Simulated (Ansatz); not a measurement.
**Cu2Te (P6/mmm): convergence test of the k-point mesh, by script**

The task is a convergence test of the k-point mesh, for Cu2Te (P6/mmm).

All numbers are computed with the Python package of Ansatz 0.2.0. Level of theory: DFT LDA, plane waves, PAW.

## (1) Starting point

Symmetry: P6/mmm, No. 191, hexagonal system. Conventional cell: a = 4.304 Å, b = 4.304 Å, c = 8.523 Å, α = 90.00°, β = 90.00°, γ = 120.00°. Around Cu (site symmetry 3m) lie 4 Cu at 2.48 to 2.59 Å and 3 Te at 2.67 Å. Te (site symmetry 6mm) is surrounded by 6 Cu at 2.67 Å.

The script reads cu2te.extxyz:

```xyz
6
Lattice="4.30401423 0.0 0.0 -2.15200712 3.72738566 0.0 0.0 0.0 8.523477" Properties=species:S:1:pos:R:3 pbc="T T T"
Cu    2.15200714    1.24246188    1.29517642
Cu   -0.00000002    2.48492379    1.29517642
Cu   -0.00000002    2.48492379    7.22830058
Cu    2.15200714    1.24246188    7.22830058
Te    0.00000000    0.00000000    2.26884730
Te    0.00000000    0.00000000    6.25462970
```

## (2) The script

The input, run_kconv.py:

```python
import logging
import sys

import ansatz as az
from tabulate import tabulate

logging.basicConfig(stream=sys.stdout, format="%(levelname)s:%(name)s:%(message)s")
log = logging.getLogger("calc")
log.setLevel(logging.INFO)

FILLING = "fermi_dirac"
SIGMA = 0.1
ECUT = 450
FUNCTIONAL = "LDA"

cell = az.Crystal.from_extxyz("cu2te.extxyz")

calculation = cell.calculation()
calculation = calculation.occupations(FILLING, width=SIGMA)
calculation = calculation.basis(ECUT)
calculation = calculation.functional(FUNCTIONAL)

rows = []
for value in [(2, 2, 1), (3, 3, 2), (4, 4, 2), (5, 5, 2), (6, 6, 3), (8, 8, 4)]:
    summary = calculation.kpoints(*value).run(threads=1).report
    rows.append((value, summary["free_energy_ev"] / len(summary["lattice"]["sites"]), summary["n_iterations"], summary["n_kpoints"]))

print(tabulate(rows, headers=["mesh", "F/atom (eV)", "iterations", "k-points"], floatfmt=".4f", tablefmt="grid"))

for row in rows[:-1]:
    shift = 1000 * (row[1] - rows[-1][1])
    log.info(f"{row[0]}: {shift:+.2f} meV/atom" + ("  (within 2 meV)" if abs(shift) < 2 else ""))
```

## (3) What the engine is handed

The engine receives this input (first run):

```yaml
crystal:
  lattice:
    - [4.30401423, 0.0, 0.0]
    - [-2.15200712, 3.72738566, 0.0]
    - [0.0, 0.0, 8.523477]
  atoms:
    - { symbol: Cu, position: [0.6666666719681512, 0.33333333154476963, 0.1519539995239032] }
    - { symbol: Cu, position: [0.33333333169668394, 0.6666666711380759, 0.1519539995239032] }
    - { symbol: Cu, position: [0.33333333169668394, 0.6666666711380759, 0.8480460004760968] }
    - { symbol: Cu, position: [0.6666666719681512, 0.33333333154476963, 0.8480460004760968] }
    - { symbol: Te, position: [0.0, 0.0, 0.26618800050730473] }
    - { symbol: Te, position: [0.0, 0.0, 0.7338119994926953] }
basis:
  ecutwfc: 450.0
kpoints:
  mp_grid:
    grid: [2, 2, 1]
hamiltonian:
  xc: lda
scf:
  occupations:
    method: fermi_dirac
    width: 0.1
```

## (4) The run

Launch:

```
python run_kconv.py
```

The log of the run:

```text
+-----------+---------------+--------------+------------+
| mesh      |   F/atom (eV) |   iterations |   k-points |
+===========+===============+==============+============+
| (2, 2, 1) |    -6645.7428 |            9 |          2 |
+-----------+---------------+--------------+------------+
| (3, 3, 2) |    -6645.9426 |            8 |          6 |
+-----------+---------------+--------------+------------+
| (4, 4, 2) |    -6646.0047 |            7 |          8 |
+-----------+---------------+--------------+------------+
| (5, 5, 2) |    -6646.0082 |            8 |         10 |
+-----------+---------------+--------------+------------+
| (6, 6, 3) |    -6646.0158 |            8 |         14 |
+-----------+---------------+--------------+------------+
| (8, 8, 4) |    -6646.0177 |            8 |         30 |
+-----------+---------------+--------------+------------+
INFO:calc:(2, 2, 1): +274.93 meV/atom
INFO:calc:(3, 3, 2): +75.20 meV/atom
INFO:calc:(4, 4, 2): +13.09 meV/atom
INFO:calc:(5, 5, 2): +9.55 meV/atom
INFO:calc:(6, 6, 3): +1.92 meV/atom  (within 2 meV)
```

Run time: 17 s. Hardware: 1 thread of Intel Xeon 6975P-C (Granite Rapids), shared host; peak memory 0.58 GiB.

## (5) What changed from run to run

The engine's inputs for some of the other runs:

Run 3, against run 1:

```diff
@@ -17 +17 @@
-    grid: [2, 2, 1]
+    grid: [4, 4, 2]
```

Run 4, against run 1:

```diff
@@ -17 +17 @@
-    grid: [2, 2, 1]
+    grid: [5, 5, 2]
```

Run 6, against run 1:

```diff
@@ -17 +17 @@
-    grid: [2, 2, 1]
+    grid: [8, 8, 4]
```

## (6) The engine's runs

One row for each of the 6 runs:

```tsv
run	k mesh	energy from run 6 (meV/atom)	SCF cycles	CPU time (s)
1	[2, 2, 1]	274.93	9	0.76
2	[3, 3, 2]	75.20	8	1.4
3	[4, 4, 2]	13.09	7	2.3
4	[5, 5, 2]	9.55	8	2.7
5	[6, 6, 3]	1.92	8	3
6	[8, 8, 4]	0.00	8	6
```

Energies are free energies F = E - TS of the smeared occupations. 

## (7) What came out

```
                              quantity           value
                         runs compared               6
       last run but one, from the last  +1.92 meV/atom
within 5 meV/atom of the last run from       [6, 6, 3]
```

From 6×6×3 on it stays within 2 meV an atom of the value at 8×8×4; the first row (2×2×1) is off by 274.9 meV and the last but one by 1.92 meV. That rests on few rows after larger swings, so the series isn't shown to be converged. This holds for F at a smearing of 0.1 eV; a narrower one needs a denser mesh. The structure comes from a database of computed cells and needn't be a stable or known phase. Shifts are counted from the finest mesh, which is itself no proven limit.
